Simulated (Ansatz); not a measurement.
The system is Hf2Pd2Se2Br2O3.

```
Hf Pd Se Br O
1.0
     5.76070    0.00000    0.00000
    -0.52247    5.84720    0.00000
    -1.48845   -0.88663    6.65037
Hf Pd Se Br O
2 2 2 2 3
Cartesian
  3.5663 2.0054 2.3269
  0.5360 2.1234 3.9504
  3.9014 0.0250 5.6428
  0.4486 4.9633 2.3858
  2.0505 1.5287 6.2325
  2.4084 4.1009 3.5262
  4.1661 5.6578 1.0212
  -0.4146 4.0351 5.7341
  4.5029 1.1680 3.9254
  1.7542 1.0717 2.7176
  -0.4211 3.0842 2.4395
```

The cell was built by a generator and needn't be a form met in nature.

Base run:

| Property | Result |
| --- | --- |
| Program | Ansatz 0.2.0 |
| Functional | PBE |
| Potentials or basis | Ansatz PAW |
| Cutoff | 420 eV (not typed: the program's choice for these potentials) |
| k mesh | 5 × 5 × 4 |
| Occupations | fermi-dirac, width 0.05 eV |
| Spin | no spin polarisation |
| Hubbard terms | Hf d U = 2 eV, Pd d U = 2 eV |

Its results: band gap on the k mesh 0.45 eV, indirect (least direct gap 0.58 eV); pressure 1.1 GPa; largest force 0.140 eV/Å.

Question: The run is repeated on the same cell with these changes: hubbard terms from Hf d U = 2 eV, Pd d U = 2 eV to Hf d U = 6 eV, Pd d U = 6 eV. What comes out?

Answer: Band gap on the k mesh 0.58 eV, indirect (least direct gap 0.63 eV); pressure 3.5 GPa; largest force 0.471 eV/Å.

Caveats: odd divisions of the mesh miss points on the zone boundary, where band edges often lie, so the gap on the mesh can be too wide; spin-orbit coupling is left out, which moves the levels of the heavy elements; the density of states is complete only up to the lowest level of the last band computed.

A k mesh can miss the band edges.
